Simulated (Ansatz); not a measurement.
# C7H16O: up Jacob's ladder to CCSD(T)

An exercise on one series of results from a longer session: the logs are not shown, and one member is left open.

The runs use Ansatz 0.2.0, Gaussian basis; functionals in def2-TZVPP, the program's frozen cores in correlated methods.

Levels to be run: PBE-D4, r2SCAN-D4, PBE0-D4, B3LYP-D4, ωB97X-V, ωB97M-V, B2PLYP; CCSD(T)/def2-TZVPP; MP2/def2-QZVPP; extrapolation to the limit.

## The geometry

All runs share one geometry, relaxed beforehand with PBE0-D4 in a triple-zeta def2 set.

SMILES `CCCC(O)CCC`, 24 atoms, charge 0, spin multiplicity 1.

Atoms are counted from 1 here; the program's logs count them from 0.

Bond lengths: C1–C2 1.520 Å, C1–H9 1.094 Å, C1–H10 1.092 Å, C1–H11 1.093 Å, C2–C3 1.525 Å, C2–H12 1.096 Å, C2–H13 1.095 Å, C3–C4 1.530 Å, C3–H14 1.098 Å, C3–H15 1.094 Å, C4–O5 1.422 Å, C4–C6 1.523 Å, C4–H16 1.096 Å, O5–H17 0.962 Å, C6–C7 1.522 Å, C6–H18 1.094 Å, C6–H19 1.099 Å, C7–C8 1.520 Å and more. Angles: C2–C1–H9 111.3°, C2–C1–H10 112.0°, C2–C1–H11 110.8°, H9–C1–H10 107.7°, H9–C1–H11 107.6°, H10–C1–H11 107.2°, C1–C2–C3 115.8°, C1–C2–H12 109.2°, C1–C2–H13 108.9°, C3–C2–H12 108.5°, C3–C2–H13 108.1°, H12–C2–H13 105.8°, C2–C3–C4 115.4°, C2–C3–H14 109.8°, C2–C3–H15 108.0°, C4–C3–H14 109.7°, C4–C3–H15 106.8°, H14–C3–H15 106.8° and more.

Set-up of the first run:

Input file in.yaml:

```yaml
crystal:
  periodic: [false, false, false]
  atoms:
    - {symbol: C, position_ang: [-0.450335, 1.635230, 1.848654]}
    - {symbol: C, position_ang: [-1.476860, 1.742922, 0.732630]}
    - {symbol: C, position_ang: [-0.977572, 1.394853, -0.665969]}
    - {symbol: C, position_ang: [-0.511823, -0.050030, -0.856123]}
    - {symbol: O, position_ang: [-0.882055, -0.549720, -2.134671]}
    - {symbol: C, position_ang: [0.984674, -0.225311, -0.635498]}
    - {symbol: C, position_ang: [1.464286, -1.669615, -0.672969]}
    - {symbol: C, position_ang: [0.986385, -2.500944, 0.506618]}
    - {symbol: H, position_ang: [0.438692, 2.234459, 1.631039]}
    - {symbol: H, position_ang: [-0.125294, 0.604500, 2.007757]}
    - {symbol: H, position_ang: [-0.866624, 1.992408, 2.793482]}
    - {symbol: H, position_ang: [-2.333001, 1.099546, 0.966596]}
    - {symbol: H, position_ang: [-1.868640, 2.764995, 0.709140]}
    - {symbol: H, position_ang: [-0.172900, 2.083806, -0.956027]}
    - {symbol: H, position_ang: [-1.800276, 1.556376, -1.368447]}
    - {symbol: H, position_ang: [-1.066376, -0.684494, -0.156036]}
    - {symbol: H, position_ang: [-0.392120, -0.053759, -2.797606]}
    - {symbol: H, position_ang: [1.268669, 0.234598, 0.316122]}
    - {symbol: H, position_ang: [1.499726, 0.356402, -1.412743]}
    - {symbol: H, position_ang: [1.131699, -2.130710, -1.607541]}
    - {symbol: H, position_ang: [2.558796, -1.675305, -0.695973]}
    - {symbol: H, position_ang: [1.390071, -3.514995, 0.463881]}
    - {symbol: H, position_ang: [-0.102422, -2.586926, 0.527802]}
    - {symbol: H, position_ang: [1.303310, -2.058287, 1.455851]}
basis:
  gaussian: {orbitals: def2-TZVPP}
hamiltonian: {xc: pbe, dispersion: d4}
output: {forces: true, orbitals: {seedname: orbitals}}
```

On the command line:

```bash
$ ansatz run in.yaml --threads 4 --pin off --events-out ev --progress --plain --max-ram 66560MiB --backend cuda --devices 0, --max-vram 37GiB
```

Steps of the session up to this table: PBE-D4 (GGA); r2SCAN-D4 (meta-GGA); PBE0-D4 (hybrid); B3LYP-D4 (hybrid); ωB97X-V (range-separated); ωB97M-V (range-separated); B2PLYP (double hybrid); CCSD(T) in def2-TZVPP; MP2 in def2-QZVPP.

One of the session's tables, all rows but one given; the rest of the session is left out.

| method | atomisation energy (kJ/mol) |
| --- | --- |
| PBE-D4 | 9724.0 |
| r2SCAN-D4 | ? |
| PBE0-D4 | 9609.5 |
| B3LYP-D4 | 9549.4 |
| ωB97X-V | 9562.0 |
| ωB97M-V | 9575.3 |
| B2PLYP | 9452.3 |
| HF/def2-TZVPP | 7159.4 |
| MP2/def2-TZVPP | 9447.7 |
| CCSD/def2-TZVPP | 9236.4 |
| CCSD(T)/def2-TZVPP | 9351.1 |
| MP2/CBS | 9649.2 |
| CCSD(T)/CBS | 9552.6 |

**Question.** Estimate the row for r2SCAN-D4.

The run gave: atomisation energy (kJ/mol): 9566.1. In the column «atomisation energy (kJ/mol)» it lies between ωB97X-V (9562.0) and ωB97M-V (9575.3).
